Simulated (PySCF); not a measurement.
# C7H13Al: the cost of one run

Programs: PySCF 2.14.0, with density-fitted response routines of our own. Each step states its level of theory. These are calculated values for one molecule, in the gas phase or a continuum, unless marked as measured. Atoms count from 0, in the outputs and in this text.

## Step 1: The starting structure

21 atoms, charge 0, multiplicity 1; geometry from: GFN2-xTB.

Bonds of the start (Å): C0–C1 1.55, C1–Al2 2.00, Al2–C3 2.02, C3–C4 1.51, C4–C5 1.50, C5–C6 1.50, C3–C7 1.55, C7–C0 1.54, C6–C4 1.50, C0–H8 1.09, C0–H9 1.09, C1–H10 1.10, C1–H11 1.10, Al2–H12 1.54, C3–H13 1.10, C4–H14 1.09, C5–H15 1.08, C5–H16 1.08, C6–H17 1.08, C6–H18 1.08, C7–H19 1.10, C7–H20 1.09.

## Step 2: Optimising the geometry at PBE0-D3(BJ)/def2-SVP

What the job is given:

```
{"job": {"xc": "PBE0", "basis": "def2-SVP", "d3": "d3bj", "grid": 1, "kind": "geom"}, "charge": 0, "multiplicity": 1}
C     -2.252443    -0.600269    -0.077661
C     -2.691532     0.871437    -0.264559
Al    -0.910499     1.594185    -0.807043
C      0.204834    -0.002302    -0.282532
C      1.510393     0.169060     0.465329
C      2.513967    -0.948105     0.492773
C      2.795361     0.296957    -0.295085
C     -0.875130    -0.677198     0.600474
H     -2.179932    -1.084162    -1.057008
H     -2.983488    -1.160954     0.511975
H     -3.070309     1.250130     0.694744
H     -3.539568     0.923100    -0.955867
H     -0.476132     2.947480    -1.403660
H      0.404774    -0.686575    -1.123774
H      1.425119     0.761497     1.371122
H      2.282875    -1.852239    -0.050928
H      3.080715    -1.121194     1.395583
H      3.552652     0.974619     0.069624
H      2.749153     0.237933    -1.372688
H     -0.930536    -0.155880     1.562168
H     -0.619193    -1.720577     0.806393
```

Command:

```console
$ OMP_NUM_THREADS=1 python probes_run.py task.json out
```

This one command runs all jobs of the session in turn.

**Question.** How long does this first job take on 1 thread of Arm Neoverse V1, shared host, and how much memory does it need?

About 1.9 min, with a peak of 0.73 GiB.
